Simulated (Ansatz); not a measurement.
# LaLuPt: the cost of one run

Computed, not measured: Ansatz 0.2.0, DFT, r2SCAN, no spin polarisation, plane waves, PAW.

### 1 The system as given

It takes space group P-62m (No. 189, hexagonal). The conventional cell has a = 7.913 Å, b = 7.913 Å, c = 4.337 Å, α = 90.00°, β = 90.00°, γ = 120.00°. Pt (site symmetry -62m) has 6 Lu at 2.88 Å and 3 La at 3.28 Å as nearest neighbours. La (site symmetry m2m) is surrounded by 5 Pt at 3.22 to 3.28 Å and 6 Lu at 3.50 to 3.58 Å. Around Lu (site symmetry m2m) lie 4 Pt at 2.88 to 3.08 Å and 2 Lu at 3.27 Å. Pt (site symmetry -6) has 3 Lu at 3.08 Å and 6 La at 3.22 Å as nearest neighbours.

Coordinates:

```cif
data_structure
_symmetry_space_group_name_H-M 'P 1'
_symmetry_Int_Tables_number 1
_cell_length_a 7.9129
_cell_length_b 7.9129
_cell_length_c 4.3370
_cell_angle_alpha 90.000
_cell_angle_beta 90.000
_cell_angle_gamma 120.000
_cell_volume 235.17
loop_
_atom_site_label
_atom_site_type_symbol
_atom_site_fract_x
_atom_site_fract_y
_atom_site_fract_z
_atom_site_occupancy
Pt1 Pt 0.00000 0.00000 0.00000 1
La1 La 0.41444 0.00000 0.00000 1
La2 La 0.58556 0.58556 0.00000 1
La3 La 0.00000 0.41444 0.00000 1
Lu1 Lu 0.76120 0.00000 0.50000 1
Lu2 Lu 0.23880 0.23880 0.50000 1
Lu3 Lu 0.00000 0.76120 0.50000 1
Pt2 Pt 0.66670 0.33330 0.50000 1
Pt3 Pt 0.33330 0.66670 0.50000 1
```

It starts from an earlier solution of the starting cell (checkpoint.read).

### 2 The walk to rest

Input file input.yaml:

```yaml
crystal:
  lattice:
    - [7.912859, 0.0, 0.0]
    - [-3.956429, 6.852742, 0.0]
    - [0.0, 0.0, 4.33697]
  atoms:
    - { symbol: Pt, position: [0.0, 0.0, 0.0] }
    - { symbol: La, position: [0.41444, 0.0, 0.0] }
    - { symbol: La, position: [0.58556, 0.58556, 0.0] }
    - { symbol: La, position: [0.0, 0.41444, 0.0] }
    - { symbol: Lu, position: [0.7612, 0.0, 0.5] }
    - { symbol: Lu, position: [0.2388, 0.2388, 0.5] }
    - { symbol: Lu, position: [0.0, 0.7612, 0.5] }
    - { symbol: Pt, position: [0.6667, 0.3333, 0.5] }
    - { symbol: Pt, position: [0.3333, 0.6667, 0.5] }
  symmetry: { tolerance: 0.0003 }
kpoints:
  mp_grid: { grid: [4, 4, 6], shift: [0, 0, 0] }
magnetization:
  spin_polarized: false
scf:
  occupations: { method: cold, width: 0.0496 }
  lower_state_search: "off"
hamiltonian:
  pseudopotentials: { kind: paw }
  xc: r2scan
basis:
  ecutwfc: 500
  fft_grid_basis: typed
relax:
  max_steps: 40
output:
  forces: true
  stress: true
  eigenvalues: true
  bader: true
  populations: true
  elf: true
  write_potential: true
  volumetric_format: npy
  dos:
    e_range: [-12, 8]
    de: 0.05
    projected: { site_lists: { La: [La], Lu: [Lu], Pt: [Pt] } }
  write_density: true
checkpoint:
  read: saved_state
```

The run is started by

```sh
$ ansatz run input.yaml --threads 2 --pin off --max-ram 3584MiB --backend cpu --events-out ev --progress --plain --runs-dir out
```

What time and memory should one allow on 2 threads of Arm Neoverse V1, shared host?

About 6 min, with a peak of 1.3 GiB.
